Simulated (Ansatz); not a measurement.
# TiAl: an axial (c/a) deformation path

The task, for TiAl: follow an axial (c/a) deformation at fixed volume.

Method: DFT r2SCAN, scalar-relativistic, plane waves, PAW, in Ansatz 0.2.0.

## 1. The structure to begin with

The structure is hexagonal, space group P-6m2 (No. 187). The conventional cell has a = 2.867 Å, b = 2.867 Å, c = 4.678 Å, α = 90.00°, β = 90.00°, γ = 120.00°. Ti (site symmetry -6m2) is surrounded by 6 Al at 2.87 Å and 6 Ti at 2.87 Å. Al (site symmetry -6m2) is surrounded by 6 Ti at 2.87 Å and 6 Al at 2.87 Å.

Coordinates:

```
CELL_PARAMETERS angstrom
2.86726 0.00000 0.00000
-1.43363 2.48312 0.00000
0.00000 0.00000 4.67808
ATOMIC_POSITIONS crystal
Ti 0.00000 0.00000 0.00000
Al 0.33333 0.66667 0.50000
```

It goes back to an entry of the Materials Project, which need not be the stable form.

No relaxation comes first: the listed cell is the starting point.

## 2. The reference: the undisturbed cell on the scan's mesh

The input, input.yaml:

```yaml
crystal:
  lattice:
    - [2.8672622327, 0.0, 0.0]
    - [-1.4336311163, 2.4831219328, 0.0]
    - [0.0, 0.0, 4.678083]
  atoms:
    - { symbol: Ti, position: [0.0, 0.0, 0.0] }
    - { symbol: Al, position: [0.3333333333, 0.6666666667, 0.5] }
basis:
  ecutwfc: 500
kpoints:
  mp_grid: { grid: [24, 24, 12] }
hamiltonian:
  xc: r2scan
scf:
  occupations: { method: gaussian, width: 0.15 }
output:
  forces: true
  stress: true
  eigenvalues: true
  write_density: true
  write_potential: true
  elf: true
  volumetric_format: npy
```

The run is started by

```bash
$ ansatz run input.yaml --threads 1 --pin off --max-ram 2560MiB --backend cpu --events-out ev --progress --plain --runs-dir out
```

## 3. Setting up an axial (c/a) deformation path

At fixed volume and fractional coordinates, lengths along (0.000, 0.000, 1.000) are scaled against those across it; ρ is that ratio over its starting value.

## 4. ρ = 0.850

The input, input.yaml:

```yaml
crystal:
  lattice:
    - [3.0268746698, 0.0, 0.0]
    - [-1.5134373349, 2.6213503582, 0.0]
    - [0.0, 0.0, 4.1977239328]
  atoms:
    - { symbol: Ti, position: [0.0, 0.0, 0.0] }
    - { symbol: Al, position: [0.3333333333, 0.6666666667, 0.5] }
basis:
  ecutwfc: 500
kpoints:
  mp_grid: { grid: [24, 24, 12] }
hamiltonian:
  xc: r2scan
scf:
  occupations: { method: gaussian, width: 0.15 }
output:
  forces: true
  stress: true
  eigenvalues: true
```

## 5. At ρ = 1.200

Edit input.yaml of step 4 so:

```diff
@@ -2,5 +2,5 @@
   lattice:
-    - [3.0268746698, 0.0, 0.0]
-    - [-1.5134373349, 2.6213503582, 0.0]
-    - [0.0, 0.0, 4.1977239328]
+    - [2.6981970652, 0.0, 0.0]
+    - [-1.3490985326, 2.3367072029, 0.0]
+    - [0.0, 0.0, 5.2826935789]
   atoms:
```

## 6. At ρ = 0.920

Edit input.yaml of step 5 so:

```diff
@@ -2,5 +2,5 @@
   lattice:
-    - [2.6981970652, 0.0, 0.0]
-    - [-1.3490985326, 2.3367072029, 0.0]
-    - [0.0, 0.0, 5.2826935789]
+    - [2.9480723564, 0.0, 0.0]
+    - [-1.4740361782, 2.5531055528, 0.0]
+    - [0.0, 0.0, 4.4251344905]
   atoms:
```

## 7. At ρ = 1.100

Edit input.yaml of step 6 so:

```diff
@@ -2,5 +2,5 @@
   lattice:
-    - [2.9480723564, 0.0, 0.0]
-    - [-1.4740361782, 2.5531055528, 0.0]
-    - [0.0, 0.0, 4.4251344905]
+    - [2.7776009532, 0.0, 0.0]
+    - [-1.3888004766, 2.4054729871, 0.0]
+    - [0.0, 0.0, 4.9849757086]
   atoms:
```

## 8. At ρ = 0.960

Edit input.yaml of step 7 so:

```diff
@@ -2,5 +2,5 @@
   lattice:
-    - [2.7776009532, 0.0, 0.0]
-    - [-1.3888004766, 2.4054729871, 0.0]
-    - [0.0, 0.0, 4.9849757086]
+    - [2.9065446789, 0.0, 0.0]
+    - [-1.4532723394, 2.5171415292, 0.0]
+    - [0.0, 0.0, 4.5524873213]
   atoms:
```

## 9. ρ = 1.050

Edit input.yaml of step 8 so:

```diff
@@ -2,5 +2,5 @@
   lattice:
-    - [2.9065446789, 0.0, 0.0]
-    - [-1.4532723394, 2.5171415292, 0.0]
-    - [0.0, 0.0, 4.5524873213]
+    - [2.8210079793, 0.0, 0.0]
+    - [-1.4105039896, 2.4430645743, 0.0]
+    - [0.0, 0.0, 4.8327476944]
   atoms:
```

## 10. Point ρ = 0.800

Edit input.yaml of step 9 so:

```diff
@@ -2,5 +2,5 @@
   lattice:
-    - [2.8210079793, 0.0, 0.0]
-    - [-1.4105039896, 2.4430645743, 0.0]
-    - [0.0, 0.0, 4.8327476944]
+    - [3.0886646098, 0.0, 0.0]
+    - [-1.5443323049, 2.6748620158, 0.0]
+    - [0.0, 0.0, 4.0314497192]
   atoms:
```

## 11. ρ = 1.300

Edit input.yaml of step 10 so:

```diff
@@ -2,5 +2,5 @@
   lattice:
-    - [3.0886646098, 0.0, 0.0]
-    - [-1.5443323049, 2.6748620158, 0.0]
-    - [0.0, 0.0, 4.0314497192]
+    - [2.6271586311, 0.0, 0.0]
+    - [-1.3135793155, 2.2751861143, 0.0]
+    - [0.0, 0.0, 5.5722444176]
   atoms:
```

(Steps that only read results are left out.)

Q: Predict the outcome of this session. Wanted: highest point.

As calculated:

| quantity | value |
| --- | --- |
| highest point | 458.3 meV/atom at ρ = 1.300 |

The undisturbed cell stays the lowest of the sampled points. No further minimum shows among the sampled points.
